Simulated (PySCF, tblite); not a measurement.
**C4H8BN3O: geometry, infrared bands and NMR shifts**

Aim: predict the infrared bands and NMR shifts of C4H8BN3O (`N#CCCN(BN)C=O`).

The runs use tblite 0.8.0 and PySCF 2.14.0, with density-fitted response routines of our own; the level of theory stands in each step. All values are computed, except where a source is named. Atoms count from 0, in the outputs and in this text.

## (1) Starting geometry

17 atoms, charge 0, multiplicity 1; geometry from: force field or distance geometry start.

Bonds of the start (Å): N0–C1 1.17, C1–C2 1.45, C2–C3 1.49, C3–N4 1.48, N4–B5 1.52, B5–N6 1.54, N4–C7 1.43, C7–O8 1.25, C2–H9 1.11, C2–H10 1.14, C3–H11 1.13, C3–H12 1.09, B5–H13 1.20, N6–H14 1.03, N6–H15 1.01, C7–H16 1.09.

## (2) Optimising the geometry with GFN2-xTB

What the job is given:

```
{"job": {"kind": "relax", "xc": "GFN2-xTB", "basis": "xTB"}, "charge": 0, "multiplicity": 1}
N     -2.931300    -1.420200     1.318400
C     -2.471800    -0.583800     0.643500
C     -1.850000     0.434300    -0.189300
C     -0.501200     0.025900    -0.679700
N      0.421200    -0.228800     0.449500
B      1.293200     0.886500     1.011600
N      2.687500     1.104500     0.406600
C      0.526400    -1.528800     1.024800
O      1.325400    -1.699500     1.969000
H     -1.879200     1.395200     0.368100
H     -2.478000     0.620200    -1.120700
H     -0.619800    -0.936900    -1.249500
H     -0.079200     0.797700    -1.326900
H      0.697100     1.893800     1.256900
H      3.384700     0.422300     0.747600
H      2.572100     1.137400    -0.599100
H     -0.104100    -2.307800     0.608800
```

On the command line:

```sh
$ OMP_NUM_THREADS=1 python probes_run.py task.json out
```

The driver reads the jobs from task.json and runs them one after another.

**Question.** This job is followed by: GFN2-xTB harmonic vibrations, gas phase; GIAO PBE0/pcSseg-1 NMR shielding, non-relativistic, gas phase. Predict these results of the whole session: strongest single infrared mode (GFN2-xTB); zero-point energy (GFN2-xTB); 13C shifts against TMS (PBE0/pcSseg-1); 1H shifts against TMS (PBE0/pcSseg-1, means over atoms taken as alike); 15N shifts against NH3 (PBE0/pcSseg-1); 11B shifts against BF3·OEt2 (PBE0/pcSseg-1); 17O shifts against H2O (PBE0/pcSseg-1); surface potential, 1st and 99th percentile.

The runs gave:

```
                                                              quantity                             value
                             strongest single infrared mode (GFN2-xTB)             1745 cm⁻¹, 534 km/mol
                                          zero-point energy (GFN2-xTB)                     80.7 kcal/mol
                                13C shifts against TMS (PBE0/pcSseg-1)      173.8, 122.4, 50.3, 23.5 ppm
1H shifts against TMS (PBE0/pcSseg-1, means over atoms taken as alike)  8.68, 5.67, 4.26, 3.46, 2.34 ppm
                                15N shifts against NH3 (PBE0/pcSseg-1)           305.6, 164.2, 104.8 ppm
                           11B shifts against BF3·OEt2 (PBE0/pcSseg-1)                          26.0 ppm
                                17O shifts against H2O (PBE0/pcSseg-1)                         456.0 ppm
                                 surface potential, 1st and 99th percentile                -1.77 V and 1.71 V
```

The optimisation took 159 steps and gained 2.279 eV; among the close pairs (by a distance rule), B5–N6 changed most, from 1.535 to 1.373 Å. No mode is imaginary among the 45: a minimum at this level. The strongest single mode, at 1745 cm⁻¹, moves mainly C7 and O8. GFN2-xTB is a fitted tight-binding method: band positions and strengths are rough. Its intensities can rank the bands wrongly. At PBE0/pcSseg-1: The widest tensor belongs to O8: span 747 ppm, with a paramagnetic part of -520 ppm. At PBE0/pcSseg-1, counted by nearest atom on the grid, the HOMO lies on O8 41 %; N4 21 %, the LUMO on C7 26 %; B5 19 %.
